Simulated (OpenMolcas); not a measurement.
# Ag²⁺ among point charges: CASSCF and CASPT2 levels and susceptibility

Aim: the splitting of the states of Ag²⁺ in the field of 6 point charges, its lowest levels with spin-orbit coupling and its magnetic susceptibility.

Method: state-averaged CASSCF and CASPT2, spin-orbit coupling by RASSI with atomic mean-field integrals. Code: OpenMolcas 26.06.

**1. The atom as given**

| Item | Value |
| --- | --- |
| Species | Ag²⁺ (silver, Z = 47, 45 electrons) |
| Basis | ANO-RCC-VDZP [6s5p3d1f], 43 functions |
| Scalar Hamiltonian | DKH2, point nucleus |
| Inactive shells | 1s 2s 2p 3s 3p 3d 4s 4p |
| Active space | 9 electrons in 5 orbitals (4d) |
| Some configurations of this space | 4d9 |
| Orbitals | optimised for each spin and parity, averaged over all roots |

The outer shells:

4d9
```
4d [↑↓][↑↓][↑↓][↑↓][↑ ]
```

The ion sits among 6 point charges of -1.7 e arranged as a tetragonal octahedron (D4h), 1.98 Å from the ion, with the axial distance 2.277 Å.

Each step is its own input file, run in one work folder so that later steps find the files of earlier ones. Labels, J, g values, rates, χT and fits are worked out afterwards by a script from the matrices that RASSI stores. The input lists half of the charges; inversion (Group=XYZ) makes the rest.

**2. Basis and integrals**

The input, a.inp:

```
&GATEWAY
Coord
1

Ag 0.0 0.0 0.0
Basis=ANO-RCC-VDZP
Group=XYZ
NoMove
AngMom=0.0 0.0 0.0
AMFI
XField
3 Angstrom 0
1.980000 0.000000 0.000000 -1.700000
0.000000 1.980000 0.000000 -1.700000
0.000000 0.000000 2.277000 -1.700000
&SEWARD
```

Started as:

```sh
> OMP_NUM_THREADS=1 MOLCAS_MEM=1689 MOLCAS_PROJECT=a pymolcas a.inp > a.log
```

**3. CASSCF: doublets of even parity, 5 roots**

The input, a.inp:

```
&RASSCF
FileOrb=start.orb
Symmetry=1
Spin=2
nActEl=9 0 0
Inactive=9 9
Ras2=5 0
CIRoot=5 5 1
SDav=5
CIMx=300
Iter=120 100
PrWF=0.3
OrbListing=Nothing
MaxOrb=0
>>> COPY $Project.JobIph JOB001
```

start.orb holds the contracted functions of the basis, ordered by shell, or the orbitals of the step before.

**4. RASSI: spin-orbit coupling between the states**

The input, a.inp:

```
&RASSI
NrOfJobIphs=1 5
1 2 3 4 5
IphNames
JOB001
EJob
SpinOrbit
DIPRint=1.0
SOCoupling=1000.0
Subsets=2
Property=9
'ANGMOM' 1 'ANGMOM' 2 'ANGMOM' 3 'MLTPL  1' 1 'MLTPL  1' 2 'MLTPL  1' 3
'AMFI' 1 'AMFI' 2 'AMFI' 3
SOProperty=3
'ANGMOM' 1 'ANGMOM' 2 'ANGMOM' 3
```

**5. CASPT2: IPEA 0.25, imaginary shift 0.1 (closed shells correlated: 4s 4p)**

The input, a.inp:

```
>>> COPY JOB001 $Project.JobIph
&CASPT2
Multistate=5 1 2 3 4 5
NoMult
Frozen=8 6
IPEA=0.25
Imaginary=0.1
MaxIter=60
WThr=0.0 0.3 0.05
PrWF=0.5
NoMix
```

(Steps that only read results are left out.)

Before running it: what results should come out? Wanted: spin-free ground state; first state of the same spin within the active space; lowest level; next level.

**Answer**, as computed:

| quantity | value |
| --- | --- |
| method | SS-CASPT2, IPEA 0.25, imaginary shift 0.1 (closed shells correlated: 4s 4p) |
| spin-free ground state | 2B1, 1-fold in its orbital part |
| first state of the same spin within the active space | 2A1 at 6880 cm⁻¹ |
| lowest level | 2-fold E3/2, g = 2.13, 2.13, 3.57 |
| next level | 6541.5 cm⁻¹ |
| χT at 300 K | 0.72 cm³ K/mol |
| effective moment at 300 K | 2.40 μB |

Cost by method:

```csv
method,time of its own steps,time with the reference
A. CASSCF,1.7 s,1.7 s
"B. SS-CASPT2, IPEA 0.25, imaginary shift 0.1, +4s 4p",0.47 s,2.2 s
```

Times are of one thread on a shared host.

**Reading.** The spin-free ground state (2B1) comes to 100 % from free-ion D terms and keeps the highest spin of the shell. χT at 300 K is 0.72, against 0.38 cm³ K/mol for the spin alone, so orbital moment adds to it. The field of point charges can differ much from that of real complexes. Point charges carry no covalency, so the field is a model and not that of real ligands.
